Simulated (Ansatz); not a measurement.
# AlBH6OSi: up Jacob's ladder to CCSD(T)

An exercise on one series of results from a longer session: the logs are not shown, and one member is left open.

The runs use Ansatz 0.2.0, Gaussian basis; functionals in def2-TZVPP, the program's frozen cores in correlated methods.

The runs, in order: LDA (SPW92), PBE-D4, revPBE-D4, BLYP-D4, r2SCAN-D4, B97M-V, PBE0-D4, B3LYP-D4, r2SCANh-D4, r2SCAN0-D4, HSE06-D4, BHLYP-D4, CAM-B3LYP-D4, LC-ωPBE, ωB97X-V, ωB97M-V, B2PLYP, PBE-QIDH; CCSD(T)/def2-SVP; CCSD(T)/def2-TZVPP; MP2/def2-QZVPP; extrapolation to the limit; RPA on PBE.

**The relaxed structure**

The geometry comes from an earlier relaxation with PBE0-D4 in a triple-zeta def2 set; it is a stationary point, not always the lowest conformer.

SMILES `[AlH2][BH]O[SiH3]`, 10 atoms, charge 0, spin multiplicity 1.

Atoms are counted from 1 here; the program's logs count them from 0.

Bond lengths: Al1–B2 2.151 Å, Al1–H5 1.596 Å, Al1–H6 1.596 Å, B2–O3 1.357 Å, B2–H7 1.215 Å, O3–Si4 1.661 Å, Si4–H8 1.485 Å, Si4–H9 1.482 Å, Si4–H10 1.482 Å. Angles: B2–Al1–H5 121.6°, B2–Al1–H6 121.6°, H5–Al1–H6 116.7°, Al1–B2–O3 119.9°, Al1–B2–H7 123.4°, O3–B2–H7 116.7°, B2–O3–Si4 131.6°, O3–Si4–H8 109.9°, O3–Si4–H9 107.9°, O3–Si4–H10 107.9°, H8–Si4–H9 110.6°, H8–Si4–H10 110.6°, H9–Si4–H10 109.8°.

As a file:

```xyz
10
charge 0, multiplicity 1
Al   -0.3040    2.5886    0.1081
B     0.0734    0.5158    0.5416
O    -0.0459   -0.4138   -0.4402
Si    0.1709   -2.0605   -0.4313
H     0.8593    3.5682   -0.3748
H    -1.7542    3.2301    0.2860
H     0.3959    0.1102    1.6408
H     0.5677   -2.5113    0.9269
H    -1.1076   -2.6915   -0.8363
H     1.2278   -2.3870   -1.4178
```

Set-up of the first run:

in.yaml reads:

```yaml
crystal:
  periodic: [false, false, false]
  atoms:
    - {symbol: Al, position_ang: [-0.304012, 2.588649, 0.108141]}
    - {symbol: B, position_ang: [0.073360, 0.515798, 0.541614]}
    - {symbol: O, position_ang: [-0.045916, -0.413792, -0.440246]}
    - {symbol: Si, position_ang: [0.170876, -2.060484, -0.431344]}
    - {symbol: H, position_ang: [0.859314, 3.568200, -0.374761]}
    - {symbol: H, position_ang: [-1.754189, 3.230085, 0.285985]}
    - {symbol: H, position_ang: [0.395861, 0.110216, 1.640827]}
    - {symbol: H, position_ang: [0.567728, -2.511251, 0.926876]}
    - {symbol: H, position_ang: [-1.107648, -2.691522, -0.836326]}
    - {symbol: H, position_ang: [1.227825, -2.386999, -1.417765]}
basis:
  gaussian: {orbitals: def2-TZVPP}
hamiltonian: {xc: lda}
output: {orbitals: {seedname: orbitals}}
```

On the command line:

```sh
$ ansatz run in.yaml --threads 2 --pin off --events-out ev --progress --plain --max-ram 4352MiB
```

Steps of the session up to this table: LDA; PBE-D4 (GGA); revPBE-D4 (GGA); BLYP-D4 (GGA); r2SCAN-D4 (meta-GGA); B97M-V (meta-GGA); B3LYP-D4 (hybrid); r2SCANh-D4 (hybrid); r2SCAN0-D4 (hybrid); HSE06-D4 (hybrid); BHLYP-D4 (hybrid); CAM-B3LYP-D4 (range-separated); LC-ωPBE (range-separated); ωB97X-V (range-separated); ωB97M-V (range-separated); B2PLYP (double hybrid); PBE-QIDH (double hybrid).

One table of the session follows, with a row left open; its other results are not shown here.

It belongs to the step «Orbital energies across the functionals». 

| functional | HOMO (eV) | LUMO (eV) | gap (eV) |
| --- | --- | --- | --- |
| LDA (SPW92) | -5.75 | -2.59 | 3.17 |
| PBE-D4 | -5.68 | -2.35 | 3.33 |
| revPBE-D4 | -5.64 | -2.24 | 3.39 |
| BLYP-D4 | -5.57 | -2.23 | 3.34 |
| r2SCAN-D4 | -5.90 | -2.03 | 3.87 |
| B97M-V | -6.01 | -2.30 | 3.72 |
| PBE0-D4 | -6.86 | -1.57 | 5.28 |
| B3LYP-D4 | -6.67 | -1.78 | 4.90 |
| r2SCANh-D4 | ? | ? | ? |
| r2SCAN0-D4 | -7.00 | -1.39 | 5.61 |
| HSE06-D4 | -6.46 | -1.94 | 4.52 |
| BHLYP-D4 | -7.97 | -0.80 | 7.17 |
| CAM-B3LYP-D4 | -8.19 | -0.64 | 7.55 |
| LC-ωPBE | -9.51 | 0.47 | 9.97 |
| ωB97X-V | -9.18 | 0.33 | 9.52 |
| ωB97M-V | -8.99 | 0.02 | 9.01 |

Estimate the missing values for r2SCANh-D4.

Worked estimate for «HOMO (eV)». Against the share of exact exchange, r2SCAN-D4 (0, -5.90), r2SCAN0-D4 (0.25, -7.00) give a slope of -4.40 per unit share; at 0.1 the line stands at -6.34.

**Answer.** HOMO (eV): -6.34; LUMO (eV): -1.77; gap (eV): 4.57. In «HOMO (eV)» the line misses by 0.00.
